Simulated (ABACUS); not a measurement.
# Bi2Te3 (Tellurobismuthite) (R-3m) in ABACUS: notebook

Aim: see how the results for Bi2Te3 (Tellurobismuthite) move with the level of theory and the settings. Levels: r2SCAN, PBE. Tasks: single point.

Everything below comes from runs of ABACUS 3.10.1. Logs are shortened: lines on timing, memory, paths and dates and some standing lists are left out, and cuts for length are marked.

**Measured values to compare with.**

“Vacancy and Antisite-Induced Ferromagnetism in Liquid-Phase Exfoliated Bi2Te3”, 2024, arxiv:2412.10539 quotes, for a bulk crystal of Bi2Te3: band gap 0.17 eV.

The results are compared with them further down.

**1. The crystal as given**

The structure is trigonal, space group R-3m (No. 166). Conventional cell: a = 4.386 Å, b = 4.386 Å, c = 30.497 Å, α = 90.00°, β = 90.00°, γ = 120.00°. Bi (site symmetry 3m) is surrounded by 6 Te at 3.07 to 3.25 Å. Te (site symmetry 3m) is surrounded by 3 Bi at 3.07 Å. Te (site symmetry -3m) is surrounded by 6 Bi at 3.25 Å.

**2. Single point, r2SCAN**

Input file run_abacus.py:

```python
"""ABACUS run from a structure file: ASE reads it, the script writes STRU, KPT and INPUT."""
import re
import subprocess
from ase.io import read
from ase.units import Bohr

atoms = read("Bi2Te3.cif")
atoms = atoms[(-atoms.numbers).argsort(kind="stable")]  # ABACUS lists atoms element by element
pseudo = {'Bi': 'Bi_ONCV_PBE-1.2.upf', 'Te': 'Te_ONCV_PBE-1.2.upf'}
orbital = {}
magmoms = None
kmesh = [4, 4, 4]
params = {
    'suffix': 'Bi2Te3',
    'calculation': 'scf',
    'basis_type': 'pw',
    'pseudo_dir': './',
    'symmetry': 1,
    'dft_functional': 'MGGA_X_R2SCAN+MGGA_C_R2SCAN',
    'ecutwfc': 96,
    'pseudo_rcut': 7,
    'nspin': 1,
    'nbands': 53,
    'ks_solver': 'dav',
    'smearing_method': 'fd',
    'smearing_sigma': 0.00367493,
    'scf_thr': 1e-08,
    'scf_nmax': 100,
    'mixing_type': 'broyden',
    'mixing_beta': 0.7,
    'cal_force': 1,
    'cal_stress': 1,
    'mixing_tau': 1,
    'out_chg': 1,
    'kpar': 4,
}

symbols = atoms.get_chemical_symbols()
elements = list(dict.fromkeys(symbols))
lines = ["ATOMIC_SPECIES"] + [f"{e} {atoms.get_masses()[symbols.index(e)]:.4f} {pseudo[e]}" for e in elements]
if orbital:
    lines += ["", "NUMERICAL_ORBITAL"] + [orbital[e] for e in elements]
lines += ["", "LATTICE_CONSTANT", f"{1 / Bohr:.10f}", "", "LATTICE_VECTORS"]
lines += [" ".join(f"{x:.10f}" for x in v) for v in atoms.cell]
lines += ["", "ATOMIC_POSITIONS", "Direct"]
for e in elements:
    lines += ["", e, "0.0", str(symbols.count(e))]
    for i, p in enumerate(atoms.get_scaled_positions(wrap=False)):
        if symbols[i] == e:
            mag = "" if magmoms is None else " mag " + " ".join(str(x) for x in (magmoms[i] if isinstance(magmoms[i], list) else [magmoms[i]]))
            lines.append(" ".join(f"{x:.10f}" for x in p) + " 1 1 1" + mag)
open("STRU", "w").write("\n".join(lines) + "\n")
open("KPT", "w").write("K_POINTS\n0\nGamma\n%d %d %d 0 0 0\n" % tuple(kmesh))
open("INPUT", "w").write("INPUT_PARAMETERS\n" + "".join(f"{k:<20s}{v}\n" for k, v in params.items()))

done = subprocess.run(['mpirun', '-np', '4', 'abacus'])
if done.returncode:
    raise SystemExit(done.returncode)
log = open("OUT.Bi2Te3/running_scf.log").read()
print("final energy (eV):", re.findall(r"FINAL_ETOT_IS (\S+)", log))
```

Input file Bi2Te3.cif:

```cif
data_Bi2Te3
_cell_length_a 10.47631189
_cell_length_b 10.47631189
_cell_length_c 10.47631189
_cell_angle_alpha 24.16611164
_cell_angle_beta 24.16611164
_cell_angle_gamma 24.16611164
_space_group_name_H-M_alt 'P1'
_space_group_name_Hall 'P 1'
_space_group_IT_number 1
loop_
_space_group_symop_operation_xyz
'x,y,z'
loop_
_atom_site_label
_atom_site_type_symbol
_atom_site_symmetry_multiplicity
_atom_site_Wyckoff_symbol
_atom_site_fract_x
_atom_site_fract_y
_atom_site_fract_z
_atom_site_occupancy
Bi1 Bi 1 a 0.6000000000 0.6000000000 0.6000000000 1
Bi2 Bi 1 a 0.4000000000 0.4000000000 0.4000000000 1
Te1 Te 1 a 0.7905000000 0.7905000000 0.7905000000 1
Te2 Te 1 a 0.2095000000 0.2095000000 0.2095000000 1
Te3 Te 1 a 0.0000000000 0.0000000000 0.0000000000 1
```

Potentials or basis: SG15 ONCV 1.2 PBE, plane waves.

Started as:

```bash
> OMP_NUM_THREADS=1 python run_abacus.py > log
```

running log:

```text
ABACUS v3.10.1

               Atomic-orbital Based Ab-initio Computation at UStc

 ------------------------------------------------------------------------------------

 READING GENERAL INFORMATION
                           global_out_dir = OUT.Bi2Te3/
                           global_in_card = INPUT
                               pseudo_dir = ./
                              orbital_dir =
                                    DSIZE = 4
                                    GSIZE = 1

 READING UNITCELL INFORMATION
                                    ntype = 2
                  lattice constant (Bohr) = 1.88973
              lattice constant (Angstrom) = 1

 READING ATOM TYPE 1
                               atom label = Bi
                      L=0, number of zeta = 1
                      L=1, number of zeta = 1
                      L=2, number of zeta = 1
             number of atom for this type = 2

 READING ATOM TYPE 2
                               atom label = Te
                      L=0, number of zeta = 1
                      L=1, number of zeta = 1
                      L=2, number of zeta = 1
             number of atom for this type = 3

                        TOTAL ATOM NUMBER = 5
DIRECT COORDINATES
    atom                   x                   y                   z     mag                  vx                  vy                  vz
taud_Bi1            0.6000000000        0.6000000000        0.6000000000  0.0000        0.0000000000        0.0000000000        0.0000000000
taud_Bi2            0.4000000000        0.4000000000        0.4000000000  0.0000        0.0000000000        0.0000000000        0.0000000000
taud_Te1            0.7905000000        0.7905000000        0.7905000000  0.0000        0.0000000000        0.0000000000        0.0000000000
taud_Te2            0.2095000000        0.2095000000        0.2095000000  0.0000        0.0000000000        0.0000000000        0.0000000000
taud_Te3            0.0000000000        0.0000000000        0.0000000000  0.0000        0.0000000000        0.0000000000        0.0000000000

                          Volume (Bohr^3) = 1142.88
                             Volume (A^3) = 169.357

 Lattice vectors: (Cartesian coordinate: in unit of a_0)
             +10.4763                  +0                  +0
             +9.55819            +4.28883                  +0
             +9.55819            +2.04614            +3.76926
 Reciprocal vectors: (Cartesian coordinate: in unit of 2 pi/a_0)
           +0.0954534            -0.21273           -0.126573
                   -0           +0.233164           -0.126573
                   +0                  -0           +0.265304
 The esolver type has been set to : ksdft_pw

                PAO radial cut off (Bohr) = 7

 Read in pseudopotential file is Bi_ONCV_PBE-1.2.upf
                     pseudopotential type = NC
          exchange-correlation functional = PBE
                 nonlocal core correction = 0
                        valence electrons = 15
                                     lmax = 3
                           number of zeta = 0
                     number of projectors = 8
                           L of projector = 0
                           L of projector = 0
                           L of projector = 1
                           L of projector = 1
                           L of projector = 2
                           L of projector = 2
                           L of projector = 3
                           L of projector = 3
 XC functional updated to : MGGA_X_R2SCAN+MGGA_C_R2SCAN
          exchange-correlation functional = MGGA_X_R2SCAN+MGGA_C_R2SCAN
                PAO radial cut off (Bohr) = 7

 Read in pseudopotential file is Te_ONCV_PBE-1.2.upf
                     pseudopotential type = NC
          exchange-correlation functional = PBE
                 nonlocal core correction = 0
                        valence electrons = 16
                                     lmax = 2
                           number of zeta = 0
[... 5 lines left out ...]
                           L of projector = 2
                           L of projector = 2
 XC functional updated to : MGGA_X_R2SCAN+MGGA_C_R2SCAN
          exchange-correlation functional = MGGA_X_R2SCAN+MGGA_C_R2SCAN
     initial pseudo atomic orbital number = 0

 SETUP THE ELECTRONS NUMBER
            electron number of element Bi = 15
      total electron number of element Bi = 30
            electron number of element Te = 16
      total electron number of element Te = 48
            AUTOSET number of electrons:  = 78
                           occupied bands = 39
                                   NBANDS = 53
                                   NLOCAL = 45

%%%%%%%%%%%%%%%%%%%%%%%%%%%%%%%%%%%%%%%%%%%%%%%%%%%%%%%%%%%%%%%%%%%%%%%%%%%%%%%%%%%%%%%%%%%%%%%%%%%%%%%%%%
 Warning: the number of valence electrons in pseudopotential > 5 for Bi: [Xe] 4f14 5d10 6s2 6p3
 Warning: the number of valence electrons in pseudopotential > 6 for Te: [Kr] 4d10 5s2 5p4
 Pseudopotentials with additional electrons can yield (more) accurate outcomes, but may be less efficient.
 If you're confident that your chosen pseudopotential is appropriate, you can safely ignore this warning.
%%%%%%%%%%%%%%%%%%%%%%%%%%%%%%%%%%%%%%%%%%%%%%%%%%%%%%%%%%%%%%%%%%%%%%%%%%%%%%%%%%%%%%%%%%%%%%%%%%%%%%%%%%

 SETUP THE PLANE WAVE BASIS
[... 80 lines left out ...]
                     BRAVAIS LATTICE NAME = 07. Rhombohedral (Trigonal) cell
                                    ibrav = 7
                       right hand lattice = 1
(for k-lattice: )
                             BRAVAIS TYPE = 7
                     BRAVAIS LATTICE NAME = 07. Rhombohedral (Trigonal) cell
                                    ibrav = 7
                       right hand lattice = 1
                        ROTATION MATRICES = 12
                               nkstot_ibz = 13
K-POINTS REDUCTION ACCORDING TO SYMMETRY
     IBZ    DIRECT_X    DIRECT_Y    DIRECT_Z  WEIGHT  ibz2bz
       1  0.00000000  0.00000000  0.00000000  0.0156       0
       2  0.25000000  0.00000000  0.00000000  0.0938       1
       3  0.50000000  0.00000000  0.00000000  0.0469       2
       4  0.25000000  0.25000000  0.00000000  0.0938       5
       5  0.50000000  0.25000000  0.00000000  0.1875       6
       6 -0.25000000  0.25000000  0.00000000  0.0938       7
       7  0.50000000  0.50000000  0.00000000  0.0469      10
       8  0.25000000  0.25000000  0.25000000  0.0312      21
       9  0.50000000  0.25000000  0.25000000  0.0938      22
      10  0.25000000  0.25000000 -0.25000000  0.0938      23
      11  0.50000000  0.50000000  0.25000000  0.0938      26
      12  0.50000000  0.25000000 -0.25000000  0.0938      27
      13  0.50000000  0.50000000  0.50000000  0.0156      42

                               nkstot now = 13
[... K-POINTS DIRECT COORDINATES: 13 rows ...]

           k-point number in this process = 4
       minimum distributed K point number = 3
[... stars of the k points ...]

[... K-POINTS CARTESIAN COORDINATES: 4 rows ...]

[... K-POINTS DIRECT COORDINATES: 4 rows ...]

 SETUP PLANE WAVES FOR WAVE FUNCTIONS
     energy cutoff for wavefunc (unit:Ry) = 96
              fft grid for wave functions = [ 125, 125, 125 ]
                    number of plane waves = 20721
                         number of sticks = 1343

 PARALLEL PW FOR WAVE FUNCTIONS
     PROC   COLUMNS(POT)             PW
        1           1343          20721
 --------------- sum -------------------
        1           1343          20721

 SETUP NONLOCAL PSEUDOPOTENTIALS IN PLANE WAVE BASIS
 Bi non-local projectors:
 projector 1 L=0
 projector 2 L=0
 projector 3 L=1
 projector 4 L=1
 projector 5 L=2
 projector 6 L=2
 projector 7 L=3
 projector 8 L=3
 Te non-local projectors:
 projector 1 L=0
 projector 2 L=0
 projector 3 L=1
 projector 4 L=1
 projector 5 L=2
 projector 6 L=2
      TOTAL NUMBER OF NONLOCAL PROJECTORS = 118

 Init Non-Local PseudoPotential table :
 Init Non-Local-Pseudopotential done.

                                     npwx = 18173

 -------------------------------------------
 SELF-CONSISTENT
 -------------------------------------------

                                 init_chg = atomic

 PW ALGORITHM --------------- ION=   1  ELEC=   1--------------------------------

 Notice: Threshold on eigenvalues was too large.
 hsover_error=0.78 > DRHO=0.221706
 Origin diag ethr = 0.01
 New diag ethr = 0.000284238

 Density error is 0.218832869962
                          Error Threshold = 0.00028423849455
----------------------------------------------------------
     Energy           Rydberg                 eV
----------------------------------------------------------
 E_KohnSham     -792.1298171586      -10777.4790690550
 E_Harris       -787.6584648101      -10716.6431993505
 E_Fermi        0.7195774124         9.7903529608
----------------------------------------------------------
[... 87 lines left out ...]
 Density error is 1.97210679424e-09
                          Error Threshold = 1.55162595718e-11
----------------------------------------------------------
     Energy           Rydberg                 eV
----------------------------------------------------------
 E_KohnSham     -792.3720009310      -10780.7741483231
 E_KS(sigma->0) -792.3719961654      -10780.7740834835
 E_Harris       -792.3721671954      -10780.7764104658
 E_band         -69.2001019817       -941.5156891327
 E_one_elec     -340.6711352288      -4635.0685832400
 E_Hartree      193.1842050064       2628.4059516876
 E_xc           -83.2066816463       -1132.0849820612
 E_Ewald        -561.6783795311      -7642.0264050301
 E_entropy(-TS) -0.0000095313        -0.0001296793
 E_descf        0.0000000000         0.0000000000
 E_exx          0.0000000000         0.0000000000
 E_Fermi        0.7352001301         10.0029109403
----------------------------------------------------------

 charge density convergence is achieved
 final etot is -10780.774148 eV
 EFERMI = 10.00291094 eV

 STATE ENERGY(eV) AND OCCUPATIONS    NSPIN == 1
 1/4 kpoint (Cartesian) = 0.0000 0.0000 0.0000 (18173 pws)
       1       -26.4310      0.0312500
       2       -26.4310      0.0312500
       3       -26.4232      0.0312500
       4       -26.4232      0.0312500
       5       -26.4180      0.0312500
       6       -26.4178      0.0312500
[... 210 lines left out ...]
      52        18.1925    1.37781e-72
      53        18.7275    3.10585e-77

------------------------------------------------------------------------------------------
 TOTAL-FORCE (eV/Angstrom)
------------------------------------------------------------------------------------------
                       Bi1        -0.1714017397        -0.0366923339        -0.0218316853
                       Bi2         0.1714017397         0.0366923339         0.0218316853
                       Te1        -0.4581937204        -0.0980865013        -0.0583607911
                       Te2         0.4581937204         0.0980865013         0.0583607911
                       Te3         0.0000000000         0.0000000000         0.0000000000
------------------------------------------------------------------------------------------

----------------------------------------------------------------
 TOTAL-STRESS (KBAR)
----------------------------------------------------------------
        -0.5576175630        -0.6855927949        -0.4079229800
        -0.6855927949         2.4982414608        -0.0873249373
        -0.4079229800        -0.0873249373         2.5930500293
----------------------------------------------------------------
 TOTAL-PRESSURE: 1.511225 KBAR

 --------------------------------------------
 !FINAL_ETOT_IS -10780.7741483231438906 eV
 --------------------------------------------
```

Run time: 30 min. Hardware: 4 MPI ranks of AMD EPYC 9R45 (Zen 5), shared host; peak memory 3.6 GiB.

What came out:

```
Free energy            : -10780.7741 eV
Pressure               : 0.2 GPa
Largest force          : 0.472 eV/Å
Band gap on the k mesh : 0.50 eV, direct
```

Forces in eV/Å, atoms in the order of the input:
```
Bi  -0.171 -0.037 -0.022
Bi   0.171  0.037  0.022
Te  -0.458 -0.098 -0.058
Te   0.458  0.098  0.058
Te   0.000  0.000  0.000
```

Stress tensor (GPa, compression positive):
```
-0.06 -0.07 -0.04
-0.07  0.25 -0.01
-0.04 -0.01  0.26
```

Levels at points of the mesh, in eV from the valence-band top:
```
           k point  band 35  band 36  band 37  band 38  band 39  band 40  band 41  band 42  band 43  band 44
(0.00, 0.00, 0.00)    -1.76    -1.76    -0.85    -0.85     0.00     0.50     0.79     0.79     2.20     2.24
(0.50, 0.00, 0.00)    -3.22    -2.96    -2.39    -0.90    -0.51     0.79     1.22     2.93     3.16     3.73
(0.50, 0.50, 0.00)    -2.40    -1.98    -1.82    -1.53    -0.96     1.09     1.78     2.20     2.87     2.90
(0.50, 0.50, 0.50)    -1.45    -1.45    -1.15    -1.15    -0.41     1.02     1.26     1.26     1.79     1.79
```

Caveat: the potentials were made for another functional, which shifts forces and pressure; spin-orbit coupling is left out, which as a rule narrows the gap of such compounds by several tenths of an eV.

**3. Single point, PBE**

Input file INPUT:

```
INPUT_PARAMETERS
suffix              Bi2Te3
calculation         scf
basis_type          pw
pseudo_dir          ./
symmetry            1
dft_functional      pbe
ecutwfc             83
pseudo_rcut         7
nspin               1
nbands              47
ks_solver           dav
smearing_method     fd
smearing_sigma      0.00367493
scf_thr             1e-08
scf_nmax            100
mixing_type         broyden
mixing_beta         0.7
cal_force           1
cal_stress          1
kpar                4
```

Input file STRU:

```
ATOMIC_SPECIES
Bi 208.9804 Bi.upf
Te 127.6000 Te.upf

LATTICE_CONSTANT
1.8897261246

LATTICE_VECTORS
2.1930000000 1.2661291403 10.1656666667
-2.1930000000 1.2661291403 10.1656666667
0.0000000000 -2.5322582807 10.1656666667

ATOMIC_POSITIONS
Direct

Bi
0.0
2
0.6000000000 0.6000000000 0.6000000000 1 1 1
0.4000000000 0.4000000000 0.4000000000 1 1 1

Te
0.0
3
0.7905000000 0.7905000000 0.7905000000 1 1 1
0.2095000000 0.2095000000 0.2095000000 1 1 1
0.0000000000 0.0000000000 0.0000000000 1 1 1
```

Input file KPT:

```
K_POINTS
0
Gamma
5 5 5 0 0 0
```

Potentials or basis: Ansatz NC PBE, plane waves.

Started as:

```bash
> OMP_NUM_THREADS=1 mpirun -np 4 abacus > log
```

It took 8.1 min on 4 MPI ranks of Intel Xeon 6975P-C (Granite Rapids), shared host; peak memory 2.3 GiB.

It converged, with:

* Free energy: -14011.0631 eV
* Pressure: 1.9 GPa
* Largest force: 0.044 eV/Å
* Band gap on the k mesh: 0.30 eV, direct

Forces in eV/Å, atoms in the order of the input:
```
Bi   0.000  0.000 -0.009
Bi   0.000  0.000  0.009
Te   0.000  0.000 -0.044
Te   0.000  0.000  0.044
Te   0.000  0.000  0.000
```

Stress tensor (GPa, compression positive):
```
1.97 0.00 0.00
0.00 1.97 0.00
0.00 0.00 1.81
```

Levels at points of the mesh, in eV from the valence-band top:
```
           k point  band 35  band 36  band 37  band 38  band 39  band 40  band 41  band 42  band 43  band 44
(0.00, 0.00, 0.00)    -1.70    -1.70    -0.86    -0.86     0.00     0.30     0.66     0.66     1.98     2.11
```

Caveat: spin-orbit coupling is left out, which as a rule narrows the gap of such compounds by several tenths of an eV; an odd mesh through Γ misses points on the zone boundary, where band edges often lie.

**4. Comparison with measurements**

Step 2. Against the measured gap of Bi2Te3, 0.17 eV (quoted in “Vacancy and Antisite-Induced Ferromagnetism in Liquid-Phase Exfoliated Bi2Te3”, 2024, arxiv:2412.10539), the calculated 0.50 eV is off by +0.33 eV. Spin-orbit coupling on Bi, Te is left out. The value is that of r2SCAN on a finite k mesh, which can miss the band edges, without temperature or zero-point motion.

Step 3. The gap isn't set beside the deposited one, since this odd mesh misses points on the zone boundary.
